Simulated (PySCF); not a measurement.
# CH5InS (SMILES C[S][InH2]): levels of theory compared

We compute a comparison of 3 runs (HF/def2-SVP, B2PLYP/3-21G, B2PLYP/def2-SVP) of CH5InS. 

The calculation is run with PySCF 2.14.0.

## 1. The system as given

CH5InS: 8 atoms, total charge 0, spin state singlet. SMILES: `C[S][InH2]`. Geometry: relaxed at PBE0-D4/def2-TZVP.

Bond lengths: C1–S2 1.820 Å, S2–In3 2.375 Å, C1–H4 1.090 Å, C1–H5 1.090 Å, C1–H6 1.090 Å, In3–H7 1.718 Å, In3–H8 1.710 Å. Angles: C1–S2–In3 103.3°, S2–C1–H4 108.9°, S2–C1–H5 112.0°, S2–C1–H6 108.9°, S2–In3–H7 113.6°, S2–In3–H8 116.4°, H4–C1–H5 109.0°, H4–C1–H6 109.0°, H5–C1–H6 109.0°, H7–In3–H8 130.0°.

## 2. Energy and forces at HF/def2-SVP (core potential) (run 1)

File run.py:

```python
# C[S][InH2]
import pyscf.grad
from pyscf import gto, scf

mol = gto.Mole()
mol.atom = '''
C     -0.722900     1.148100    -0.514500
S     -1.147600    -0.224200     0.603200
In     0.857800    -1.492500     0.700300
H     -1.389900     1.121400    -1.376000
H      0.308000     1.087800    -0.862400
H     -0.863600     2.090300     0.014800
H      2.132900    -0.838800    -0.248100
H      0.825200    -2.892200     1.682500
'''
mol.ecp = {'In': 'def2-svp'}
mol.charge = 0
mol.basis = 'def2-svp'
mol.max_memory = 1860
mol.verbose = 4
mol.build()

hf = scf.RHF(mol)
hf.conv_tol = 1e-10
hf.kernel()
if not hf.converged:
    hf = hf.newton().run(hf.mo_coeff, hf.mo_occ)

e_final = hf.e_tot
print('E(%s) = %.9f' % ('HF', e_final))
grad = hf.Gradients().kernel()
hf.analyze()
```

Launch:

```
$ OMP_NUM_THREADS=1 python run.py
```

Output:

```text
PySCF version 2.14.0

[... 80 lines left out ...]
Total Energy =                        -627.360144852045437
[... 9 lines left out ...]
MO #3   energy= -8.92518854530434  occ= 2
[... 7 lines left out ...]
MO #11  energy= -1.05205933896322  occ= 2
[... 7 lines left out ...]
MO #19  energy= -0.582146029064802 occ= 2
[... 7 lines left out ...]
MO #27  energy= 0.13143589761715   occ= 0
[... 7 lines left out ...]
MO #35  energy= 0.335329566814269  occ= 0
[... 7 lines left out ...]
MO #43  energy= 0.660682778657111  occ= 0
[... 7 lines left out ...]
MO #51  energy= 0.96884701063166   occ= 0
[... 7 lines left out ...]
MO #59  energy= 1.42060940923023   occ= 0
[... 7 lines left out ...]
MO #67  energy= 2.01442863376931   occ= 0
[... 7 lines left out ...]
MO #75  energy= 2.73816737500604   occ= 0
[... 7 lines left out ...]
MO #83  energy= 61.6686148985095   occ= 0
[... 55 lines left out ...]
pop of  2 In 5dxy         0.15675
pop of  2 In 5dyz         0.21722
pop of  2 In 5dz^2        0.18161
pop of  2 In 5dxz         0.17450
pop of  2 In 5dx2-y2      0.00597
pop of  3 H 1s            0.89004
pop of  3 H 2s            0.00915
pop of  3 H 2px           0.00072
pop of  3 H 2py           0.00018
pop of  3 H 2pz           0.00122
pop of  4 H 1s            0.89873
pop of  4 H 2s            0.01442
pop of  4 H 2px           0.00162
pop of  4 H 2py           0.00026
pop of  4 H 2pz           0.00038
pop of  5 H 1s            0.89006
pop of  5 H 2s            0.00899
pop of  5 H 2px           0.00012
pop of  5 H 2py           0.00142
pop of  5 H 2pz           0.00058
pop of  6 H 1s            1.52927
pop of  6 H 2s            0.02003
pop of  6 H 2px           0.01649
pop of  6 H 2py           0.01016
pop of  6 H 2pz           0.00964
pop of  7 H 1s            1.52496
pop of  7 H 2s            0.02012
pop of  7 H 2px           0.00446
pop of  7 H 2py           0.01804
pop of  7 H 2pz           0.01288
 ** Mulliken atomic charges  **
charge of    0C =     -0.27851
charge of    1S =     -0.71522
charge of    2In =      1.87769
charge of    3H =      0.09869
charge of    4H =      0.08458
charge of    5H =      0.09883
charge of    6H =     -0.58559
charge of    7H =     -0.58047
Dipole moment(X, Y, Z, Debye):  1.64204,  0.18184, -0.76843
```

Run time: 12 s. Hardware: 1 thread of Intel Xeon at 2.70GHz, shared host; peak memory 0.17 GiB.

## 3. A single-point energy at B2PLYP/3-21G (run 2)

File start.xyz:

```xyz
8
CH5InS
C     -0.722900     1.148100    -0.514500
S     -1.147600    -0.224200     0.603200
In     0.857800    -1.492500     0.700300
H     -1.389900     1.121400    -1.376000
H      0.308000     1.087800    -0.862400
H     -0.863600     2.090300     0.014800
H      2.132900    -0.838800    -0.248100
H      0.825200    -2.892200     1.682500
```

File calc.py:

```python
from pyscf import gto, dft, mp

mol = gto.Mole()
mol.atom = 'start.xyz'
mol.spin = 0
mol.basis = '3-21g'
mol.verbose = 4
mol.max_memory = 1860
mol.build()

ks = dft.RKS(mol)
ks.xc = '0.53*HF + 0.47*B88, 0.73*LYP'
ks.grids.level = 5
ks.conv_tol = 1e-10
ks.kernel()
if not ks.converged:
    ks = ks.newton().run(ks.mo_coeff, ks.mo_occ)

pt = mp.MP2(ks, frozen=24).run()
energy = ks.e_tot + 0.27 * pt.e_corr
print('PT2 part  %.8f' % (0.27 * pt.e_corr))
print('E = %.10f Eh' % energy)
ks.analyze()
```

Launch:

```
$ OMP_NUM_THREADS=1 python calc.py
```

Output:

```text
PySCF version 2.14.0

[... 90 lines left out ...]
One-electron Energy =                -9151.244234246803899
[... 7 lines left out ...]
MO #3   energy= -136.011318850928  occ= 2
[... 5 lines left out ...]
MO #9   energy= -24.1526471452745  occ= 2
[... 5 lines left out ...]
MO #15  energy= -16.8162452417296  occ= 2
[... 5 lines left out ...]
MO #21  energy= -4.58811303670182  occ= 2
[... 5 lines left out ...]
MO #27  energy= -0.948576732184913 occ= 2
[... 5 lines left out ...]
MO #33  energy= -0.494072325324715 occ= 2
[... 5 lines left out ...]
MO #39  energy= -0.0253631976022224 occ= 0
[... 5 lines left out ...]
MO #45  energy= 0.219743757422943  occ= 0
[... 5 lines left out ...]
MO #51  energy= 0.61819340614227   occ= 0
[... 5 lines left out ...]
MO #57  energy= 0.886765865729497  occ= 0
[... 5 lines left out ...]
MO #63  energy= 1.84237061113009   occ= 0
[... 35 lines left out ...]
pop of  2 In 3pz          1.99991
pop of  2 In 4px          1.99956
pop of  2 In 4py          1.99955
pop of  2 In 4pz          1.99948
pop of  2 In 5px          0.53063
pop of  2 In 5py          0.54774
pop of  2 In 5pz          0.41890
pop of  2 In 6px          0.01305
pop of  2 In 6py          0.00876
pop of  2 In 6pz          0.00480
pop of  2 In 3dxy         1.99990
pop of  2 In 3dyz         1.99993
pop of  2 In 3dz^2        1.99997
pop of  2 In 3dxz         1.99995
pop of  2 In 3dx2-y2      1.99994
pop of  2 In 4dxy         1.99817
pop of  2 In 4dyz         1.99666
pop of  2 In 4dz^2        1.99936
pop of  2 In 4dxz         1.99812
pop of  2 In 4dx2-y2      1.99830
pop of  3 H 1s            0.87101
pop of  3 H 2s            0.01049
pop of  4 H 1s            0.88477
pop of  4 H 2s            0.00961
pop of  5 H 1s            0.87080
pop of  5 H 2s            0.01050
pop of  6 H 1s            1.10749
pop of  6 H 2s            0.00072
pop of  7 H 1s            1.09288
pop of  7 H 2s            0.00018
 ** Mulliken atomic charges  **
charge of    0C =     -0.34277
charge of    1S =     -0.23631
charge of    2In =      0.43751
charge of    3H =      0.11851
charge of    4H =      0.10563
charge of    5H =      0.11870
charge of    6H =     -0.10821
charge of    7H =     -0.09306
Dipole moment(X, Y, Z, Debye):  2.09615,  0.09295, -0.88409
```

It took 17 s on 1 thread of Intel Xeon at 2.70GHz, shared host; peak memory 0.36 GiB.

## 4. The energy at B2PLYP/def2-SVP (core potential) (run 3)

File input.py:

```python
from pyscf import gto, dft, mp

mol = gto.M(
    atom='''
C     -0.722900     1.148100    -0.514500
S     -1.147600    -0.224200     0.603200
In     0.857800    -1.492500     0.700300
H     -1.389900     1.121400    -1.376000
H      0.308000     1.087800    -0.862400
H     -0.863600     2.090300     0.014800
H      2.132900    -0.838800    -0.248100
H      0.825200    -2.892200     1.682500
''',
    ecp={'In': 'def2-svp'},
    basis='def2-svp',
    charge=0,
    max_memory=1860,
    verbose=3,
)

calc0 = dft.RKS(mol, xc='0.53*HF + 0.47*B88, 0.73*LYP')
calc0.conv_tol = 1e-10
calc0.grids.level = 5
calc0.kernel()
if not calc0.converged:
    calc0 = calc0.newton().run(calc0.mo_coeff, calc0.mo_occ)

pt = mp.MP2(calc0, frozen=10).run()
energy = calc0.e_tot + 0.27 * pt.e_corr
print('PT2 part  %.8f' % (0.27 * pt.e_corr))
print(f'total energy: {energy:.8f} hartree')
dip = calc0.dip_moment()
pop, q = calc0.mulliken_pop()
```

Launch:

```
$ OMP_NUM_THREADS=1 python input.py
```

Output:

```text
converged SCF energy = -628.679388588682
E(RMP2) = -629.139444802354  E_corr = -0.460056213671255
E(SCS-RMP2) = -629.139955008234  E_corr = -0.460566419552031
PT2 part  -0.12421518
total energy: -628.80360377 hartree
Dipole moment(X, Y, Z, Debye):  1.35868,  0.29950, -0.73931
 ** Mulliken pop  **
pop of  0 C 1s            1.98697
pop of  0 C 2s            0.89198
pop of  0 C 3s            0.19447
pop of  0 C 2px           0.72001
pop of  0 C 2py           0.65932
pop of  0 C 2pz           0.68333
pop of  0 C 3px           0.31802
pop of  0 C 3py           0.29267
pop of  0 C 3pz           0.30297
pop of  0 C 3dxy          0.00239
pop of  0 C 3dyz          0.00880
pop of  0 C 3dz^2         0.00457
pop of  0 C 3dxz          0.00785
pop of  0 C 3dx2-y2       0.00986
pop of  1 S 1s            1.99944
pop of  1 S 2s            1.98710
pop of  1 S 3s            1.21707
pop of  1 S 4s            0.67243
pop of  1 S 2px           1.97767
pop of  1 S 2py           1.97592
pop of  1 S 2pz           1.97769
pop of  1 S 3px           0.61559
pop of  1 S 3py           0.55574
pop of  1 S 3pz           0.61485
pop of  1 S 4px           0.95960
pop of  1 S 4py           0.75160
pop of  1 S 4pz           0.94400
pop of  1 S 3dxy          0.01275
pop of  1 S 3dyz          0.01877
pop of  1 S 3dz^2         0.00695
pop of  1 S 3dxz          0.00729
pop of  1 S 3dx2-y2       0.01080
pop of  2 In 4s           2.59922
pop of  2 In 5s          -0.60075
pop of  2 In 6s           0.87479
pop of  2 In 7s           0.24486
pop of  2 In 4px          1.07129
pop of  2 In 4py          1.07221
pop of  2 In 4pz          1.07665
pop of  2 In 5px          0.93145
pop of  2 In 5py          0.93020
pop of  2 In 5pz          0.92403
pop of  2 In 6px          0.40319
pop of  2 In 6py          0.38009
pop of  2 In 6pz          0.26131
pop of  2 In 7px          0.07567
pop of  2 In 7py          0.10594
pop of  2 In 7pz          0.10539
pop of  2 In 4dxy         1.93358
pop of  2 In 4dyz         1.92671
pop of  2 In 4dz^2        1.93439
pop of  2 In 4dxz         1.93226
pop of  2 In 4dx2-y2      1.93304
pop of  2 In 5dxy         0.08960
pop of  2 In 5dyz         0.08173
pop of  2 In 5dz^2        0.07000
pop of  2 In 5dxz         0.08623
pop of  2 In 5dx2-y2      0.09243
pop of  3 H 1s            0.74361
pop of  3 H 2s            0.16919
pop of  3 H 2px           0.00896
pop of  3 H 2py           0.00377
pop of  3 H 2pz           0.01144
pop of  4 H 1s            0.74479
pop of  4 H 2s            0.17752
pop of  4 H 2px           0.01520
pop of  4 H 2py           0.00414
pop of  4 H 2pz           0.00553
pop of  5 H 1s            0.74360
pop of  5 H 2s            0.16923
pop of  5 H 2px           0.00469
pop of  5 H 2py           0.01257
pop of  5 H 2pz           0.00692
pop of  6 H 1s            0.67351
pop of  6 H 2s            0.45558
pop of  6 H 2px           0.00427
pop of  6 H 2py           0.00158
pop of  6 H 2pz           0.00250
pop of  7 H 1s            0.67361
pop of  7 H 2s            0.43511
pop of  7 H 2px           0.00085
pop of  7 H 2py           0.00506
pop of  7 H 2pz           0.00276
 ** Mulliken atomic charges  **
charge of    0C =     -0.08322
charge of    1S =     -0.30526
charge of    2In =      0.46449
charge of    3H =      0.06302
charge of    4H =      0.05282
charge of    5H =      0.06298
charge of    6H =     -0.13743
charge of    7H =     -0.11738
```

Wall time 24 s (1 thread of Intel Xeon at 2.70GHz, shared host); peak memory 0.42 GiB.

## 5. Overview of the runs

```csv
run,level,task,core potential,energy (Eh),dipole moment (D),HOMO energy (eV),LUMO energy (eV),wall time
1,HF/def2-SVP (core potential),gradient,def2-svp,-627.360145,1.82,-9.35,1.01,12 s
2,B2PLYP/3-21G,energy,–,-6153.428540,2.28,-7.72,-0.69,17 s
3,B2PLYP/def2-SVP (core potential),energy,def2-svp,-628.803604,1.58,-7.66,-0.56,24 s
```

## 6. Summary of results

| quantity | value |
| --- | --- |
| run 3: total energy | -628.80360 Eh |
| run 3: dipole moment (SCF part) | 1.58 D |
| run 3: HOMO energy (SCF part's orbitals) | -7.66 eV |
| run 3: LUMO energy (SCF part's orbitals) | -0.56 eV |
| run 3: HOMO–LUMO gap (SCF part's orbitals) | 7.09 eV |

What this shows: The dipole moment (its size) runs from 1.58 D (B2PLYP/def2-SVP) to 2.28 D (B2PLYP/3-21G). The two ends differ in basis and core potential. A double hybrid's value is that of its SCF part. The HOMO–LUMO gap runs from 7.03 eV (B2PLYP/3-21G) to 10.37 eV (HF/def2-SVP). The two ends differ in method and basis and core potential. Some runs of one species differ in core potentials or relativity; totals across that change don't compare. In run 2 relativity is left out where basis or elements ask for it. All runs together took 53 s, the longest 24 s.
